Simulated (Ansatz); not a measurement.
# C5H11F2Ga: one species, many methods

One table from this session's results is given with a row withheld; the runs are named, their logs left out.

Computed with Ansatz 0.2.0, Gaussian basis. Level: functionals in def2-TZVPP, the program's frozen cores in correlated methods.

Plan: LDA (SPW92), PBE-D4, revPBE-D4, BLYP-D4, r2SCAN-D4, B97M-V, PBE0-D4, B3LYP-D4, r2SCANh-D4, r2SCAN0-D4, HSE06-D4, BHLYP-D4, CAM-B3LYP-D4, LC-ωPBE, ωB97X-V, ωB97M-V, B2PLYP, PBE-QIDH; CCSD(T)/def2-SVP; CCSD(T)/def2-TZVPP; MP2/def2-QZVPP; extrapolation to the limit; RPA on PBE.

### The relaxed structure

All runs share one geometry, relaxed beforehand with PBE0-D4 in a triple-zeta def2 set.

SMILES `CC(C)(C)[CH2][Ga]([F])[F]`, 19 atoms, charge 0, spin multiplicity 1.

Atoms are counted from 1 here; the program's logs count them from 0.

Bond lengths: C1–C2 1.529 Å, C1–H9 1.093 Å, C1–H10 1.093 Å, C1–H11 1.093 Å, C2–C3 1.526 Å, C2–C4 1.526 Å, C2–C5 1.532 Å, C3–H12 1.095 Å, C3–H13 1.094 Å, C3–H14 1.093 Å, C4–H15 1.094 Å, C4–H16 1.094 Å, C4–H17 1.093 Å, C5–Ga6 1.949 Å, C5–H18 1.095 Å, C5–H19 1.095 Å, Ga6–F7 1.750 Å, Ga6–F8 1.753 Å. Angles: C2–C1–H9 110.8°, C2–C1–H10 111.1°, C2–C1–H11 111.1°, H9–C1–H10 107.9°, H9–C1–H11 107.9°, H10–C1–H11 108.0°, C1–C2–C3 109.4°, C1–C2–C4 109.4°, C1–C2–C5 108.3°, C3–C2–C4 109.6°, C3–C2–C5 110.0°, C4–C2–C5 110.1°, C2–C3–H12 111.3°, C2–C3–H13 111.1°, C2–C3–H14 110.8°, H12–C3–H13 108.5°, H12–C3–H14 107.3°, H13–C3–H14 107.7° and more.

Set-up of the first run:

Input file in.yaml:

```yaml
crystal:
  periodic: [false, false, false]
  atoms:
    - {symbol: C, position_ang: [-0.826037, -1.731906, 0.235876]}
    - {symbol: C, position_ang: [-0.102917, -0.385691, 0.193043]}
    - {symbol: C, position_ang: [1.404675, -0.618242, 0.239331]}
    - {symbol: C, position_ang: [-0.528352, 0.456645, 1.392419]}
    - {symbol: C, position_ang: [-0.483621, 0.324628, -1.109387]}
    - {symbol: Ga, position_ang: [0.345228, 2.068731, -1.373725]}
    - {symbol: F, position_ang: [0.115114, 3.056993, -2.799143]}
    - {symbol: F, position_ang: [1.417108, 2.889416, -0.255073]}
    - {symbol: H, position_ang: [-0.582210, -2.273864, 1.153566]}
    - {symbol: H, position_ang: [-1.910512, -1.596930, 0.203313]}
    - {symbol: H, position_ang: [-0.539049, -2.360001, -0.611803]}
    - {symbol: H, position_ang: [1.953548, 0.328734, 0.256528]}
    - {symbol: H, position_ang: [1.740696, -1.197558, -0.625628]}
    - {symbol: H, position_ang: [1.684049, -1.172271, 1.139016]}
    - {symbol: H, position_ang: [0.002460, 1.413480, 1.416058]}
    - {symbol: H, position_ang: [-1.603423, 0.657616, 1.370852]}
    - {symbol: H, position_ang: [-0.306386, -0.062677, 2.328107]}
    - {symbol: H, position_ang: [-0.214495, -0.280028, -1.982210]}
    - {symbol: H, position_ang: [-1.565848, 0.482926, -1.171132]}
basis:
  gaussian: {orbitals: def2-TZVPP}
hamiltonian: {xc: lda}
output: {orbitals: {seedname: orbitals}}
```

Started as:

```
ansatz run in.yaml --threads 4 --pin off --events-out ev --progress --plain --max-ram 66560MiB --backend cuda --devices 0, --max-vram 37GiB
```

Among the steps run: LDA; PBE-D4 (GGA); revPBE-D4 (GGA); BLYP-D4 (GGA); r2SCAN-D4 (meta-GGA); B97M-V (meta-GGA); PBE0-D4 (hybrid); B3LYP-D4 (hybrid); r2SCANh-D4 (hybrid); r2SCAN0-D4 (hybrid); HSE06-D4 (hybrid); BHLYP-D4 (hybrid); CAM-B3LYP-D4 (range-separated); LC-ωPBE (range-separated); ωB97X-V (range-separated); ωB97M-V (range-separated); B2PLYP (double hybrid); PBE-QIDH (double hybrid).

One of the session's tables, all rows but one given; the rest of the session is left out.

It belongs to the step «Orbital energies across the functionals». 

| functional | HOMO (eV) | gap (eV) |
| --- | --- | --- |
| LDA (SPW92) | -7.66 | 5.80 |
| PBE-D4 | -7.44 | 5.89 |
| revPBE-D4 | -7.35 | 5.95 |
| BLYP-D4 | -7.35 | 5.79 |
| r2SCAN-D4 | ? | ? |
| B97M-V | -7.80 | 6.32 |
| PBE0-D4 | -8.76 | 8.13 |
| B3LYP-D4 | -8.57 | 7.58 |
| r2SCANh-D4 | -8.20 | 7.31 |
| r2SCAN0-D4 | -8.94 | 8.50 |
| HSE06-D4 | -8.35 | 7.36 |
| BHLYP-D4 | -9.99 | 10.10 |
| CAM-B3LYP-D4 | -10.14 | 10.39 |
| LC-ωPBE | -11.41 | 12.96 |
| ωB97X-V | -11.08 | 12.43 |
| ωB97M-V | -10.98 | 12.04 |

Estimate the missing values for r2SCAN-D4.

Worked estimate for «HOMO (eV)». Against the share of exact exchange, r2SCANh-D4 (0.1, -8.20), r2SCAN0-D4 (0.25, -8.94) give a slope of -4.93 per unit share; at 0 the line stands at -7.71.

The run gave: HOMO (eV): -7.71; gap (eV): 6.49. In «HOMO (eV)» the line misses by 0.00.
